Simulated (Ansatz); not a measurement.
# C₂HF₅O: a ladder of functionals and wavefunction methods

Aim: compute C₂HF₅O with functionals from several rungs and with coupled cluster, and see how far each lands from CCSD(T) at the basis-set limit for the atomisation energy.

Computed with Ansatz 0.2.0, Gaussian basis. Level: functionals in def2-TZVPP, the program's frozen cores in correlated methods.

Levels to be run: LDA (SPW92), PBE-D4, revPBE-D4, BLYP-D4, r2SCAN-D4, B97M-V, PBE0-D4, B3LYP-D4, r2SCANh-D4, r2SCAN0-D4, HSE06-D4, BHLYP-D4, CAM-B3LYP-D4, LC-ωPBE, ωB97X-V, ωB97M-V, B2PLYP, PBE-QIDH; CCSD(T)/def2-SVP; CCSD(T)/def2-TZVPP; MP2/def2-QZVPP; extrapolation to the limit; RPA on PBE.

## Step 1: The geometry

All runs share one geometry, relaxed beforehand with PBE0-D4 in a triple-zeta def2 set.

SMILES `FC(F)OC(F)(F)F`, 9 atoms, charge 0, spin multiplicity 1.

Atoms are counted from 1 here; the program's logs count them from 0.

Bond lengths: F1–C2 1.337 Å, C2–F3 1.331 Å, C2–O4 1.386 Å, C2–H9 1.093 Å, O4–C5 1.355 Å, C5–F6 1.332 Å, C5–F7 1.315 Å, C5–F8 1.335 Å. Angles: F1–C2–F3 108.1°, F1–C2–O4 109.2°, F1–C2–H9 109.6°, F3–C2–O4 106.8°, F3–C2–H9 110.3°, O4–C2–H9 112.7°, C2–O4–C5 116.8°, O4–C5–F6 112.1°, O4–C5–F7 107.7°, O4–C5–F8 111.7°, F6–C5–F7 109.2°, F6–C5–F8 107.1°, F7–C5–F8 108.9°.

Geometry (Å):

```
F     1.0276   -1.0526    1.4582
C    -0.0345   -0.9717    0.6505
F    -0.4423   -2.2085    0.3780
O     0.3505   -0.4033   -0.5541
C     0.0757    0.9125   -0.7245
F     0.6202    1.6663    0.2293
F     0.5606    1.2740   -1.8917
F    -1.2386    1.1482   -0.7094
H    -0.8308   -0.4110    1.1466
```

## Step 2: LDA

This LDA is Slater exchange with PW92 correlation.

Contents of in.yaml:

```yaml
crystal:
  periodic: [false, false, false]
  atoms:
    - {symbol: F, position_ang: [1.027642, -1.052648, 1.458194]}
    - {symbol: C, position_ang: [-0.034478, -0.971676, 0.650497]}
    - {symbol: F, position_ang: [-0.442267, -2.208516, 0.377967]}
    - {symbol: O, position_ang: [0.350542, -0.403317, -0.554106]}
    - {symbol: C, position_ang: [0.075730, 0.912460, -0.724494]}
    - {symbol: F, position_ang: [0.620214, 1.666261, 0.229339]}
    - {symbol: F, position_ang: [0.560558, 1.273992, -1.891736]}
    - {symbol: F, position_ang: [-1.238606, 1.148175, -0.709365]}
    - {symbol: H, position_ang: [-0.830834, -0.411030, 1.146606]}
basis:
  gaussian: {orbitals: def2-TZVPP}
hamiltonian: {xc: lda}
output: {orbitals: {seedname: orbitals}}
```

The run is started by

```sh
ansatz run in.yaml --threads 4 --pin off --events-out ev --progress --plain --max-ram 11315MiB
```

After this run come: PBE-D4 (GGA); revPBE-D4 (GGA); BLYP-D4 (GGA); r2SCAN-D4 (meta-GGA); B97M-V (meta-GGA); PBE0-D4 (hybrid); B3LYP-D4 (hybrid); r2SCANh-D4 (hybrid); r2SCAN0-D4 (hybrid); HSE06-D4 (hybrid); BHLYP-D4 (hybrid); CAM-B3LYP-D4 (range-separated); LC-ωPBE (range-separated); ωB97X-V (range-separated); ωB97M-V (range-separated); B2PLYP (double hybrid); PBE-QIDH (double hybrid); CCSD(T) in def2-SVP; CCSD(T) in def2-TZVPP; MP2 in def2-QZVPP; RPA on PBE orbitals.

Q: Predict the results of all the runs planned. Wanted: atomisation energy, CCSD(T)/CBS; farthest beyond LDA; mean size of error, GGA; mean size of error, meta-GGA; mean size of error, hybrid; mean size of error, range-separated; mean size of error, double hybrid; gap, smallest and largest; T1 diagnostic.

**Answer**, as computed:

| quantity | value |
| --- | --- |
| atomisation energy, CCSD(T)/CBS | 882.4 kcal/mol |
| functionals within 4.4 kcal/mol (0.5 %) | B97M-V, r2SCANh-D4 |
| farthest beyond LDA | BHLYP-D4 (-62.7 kcal/mol) |
| mean size of error, GGA | 20.0 kcal/mol |
| mean size of error, meta-GGA | 5.1 kcal/mol |
| mean size of error, hybrid | 19.1 kcal/mol |
| mean size of error, range-separated | 8.0 kcal/mol |
| mean size of error, double hybrid | 8.4 kcal/mol |
| gap, smallest and largest | 9.63 eV (BLYP-D4), 17.67 eV (LC-ωPBE) |
| T1 diagnostic | 0.0119 |
| triples share of the correlation energy | 3.2 % |

In words: LDA overbinds by 215.1 kcal/mol (24 %). PBE-D4 is off by +48.5 kcal/mol. Double hybrids carry the basis error of their MP2 part in triple zeta, and no dispersion term here, so their miss is partly the set-up's. Taken by rung, meta-GGA functionals do best (5.1 kcal/mol on average) and GGA ones worst beyond LDA (20.0 kcal/mol). hybrid functionals lie within the reference's doubt of that worst mean (19.1 kcal/mol), so those two tie. Misses under about 4.4 kcal/mol are within the doubt on the reference itself, which lacks core-valence correlation, relativity and higher excitations. Hartree-Fock recovers 66 % of the binding; the rest is correlation. CCSD(T) in def2-SVP is off by -42.8 kcal/mol, worse than the median functional, from the basis alone. The gap grows from 9.6 to 17.7 eV across the functionals, mostly with the share of exact exchange.
